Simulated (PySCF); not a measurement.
**InSb: bond curves at several levels of theory**

The task here is to estimate one member of a computed series from the others.

Method: In def2-SVP with ECP28, Sb def2-SVP with ECP28, scalar-relativistic core potentials; program: PySCF 2.14.0.

Set-up of the first run:

A driver script around PySCF takes these settings:

- atoms: In, Sb
- charge: 0
- basis: In def2-SVP with ECP28, Sb def2-SVP with ECP28
- Hamiltonian: scalar-relativistic core potentials
- basis functions: 52
- electrons treated: 44
- masses in u: 114.9039, 120.9038
- levels: PBE0, PBE, r²SCAN, B2PLYP, M06-2X, MN15, HSE06, HF, MP2, SCS-MP2, CCSD, CCSD(T)
- grid: 80 radial by 434 angular points
- occupations: held fixed by the projection of orbital angular momentum
- dissociation limit: In + Sb, each in its ground configuration
- starting distance in angstrom: 2.755
- values of 2S to try: 0, 2, 4

Command:

```
> OMP_NUM_THREADS=1 python dia.py task.json out
```

Among the steps run: The job; The PBE0 curve of the state that the search chose; Excited determinants; PBE (GGA); r²SCAN; B2PLYP (double hybrid); M06-2X (hybrid meta-GGA); MN15 (hybrid meta-GGA); HSE06; UHF; Correlated methods on the Hartree–Fock reference.

One of the session's tables, all rows but one given; the rest of the session is left out.

Energy (eV) from each level's lowest point:

```
R (Å)    UHF  UHF-MP2  UHF-SCS-MP2  UHF-CCSD  UHF-CCSD(T)
2.552  0.713    0.638        0.676       n/a          n/a
2.670  0.331    0.279        0.306     0.306        0.308
2.789  0.117    0.085        0.101     0.102        0.103
2.878  0.034    0.018        0.026     0.026        0.027
2.967  0.000    0.000        0.000     0.000        0.000
3.056  0.003    0.020        0.012     0.010        0.010
3.175  0.048    0.090        0.073     0.065        0.063
3.323      ?        ?            ?         ?            ?
3.501  0.258    0.447        0.419     0.342        0.340
3.738  0.378    0.700        0.670       n/a          n/a
```

Estimate the missing values for R (Å) = 3.323.

Worked estimate for «UHF». A straight line through the neighbours (3.175, 0.048) and (3.501, 0.258) gives 0.048 + (0.258 − 0.048) × (3.323 − 3.175) / (3.501 − 3.175) = 0.143; a parabola fitted to 4 rows on both sides gives 0.148.

As computed: UHF: 0.140; UHF-MP2: 0.231; UHF-SCS-MP2: 0.207; UHF-CCSD: 0.176; UHF-CCSD(T): 0.174. In «UHF» the line misses by +0.003 and the parabola by +0.008.

Caveats from the session: Lowest PBE0 solution found, without spin–orbit coupling: ³Σ⁻ (triplet), unpaired electrons π ↑↑. With spin–orbit coupling the term label itself may not hold. Warnings in the runs' records: inverted.
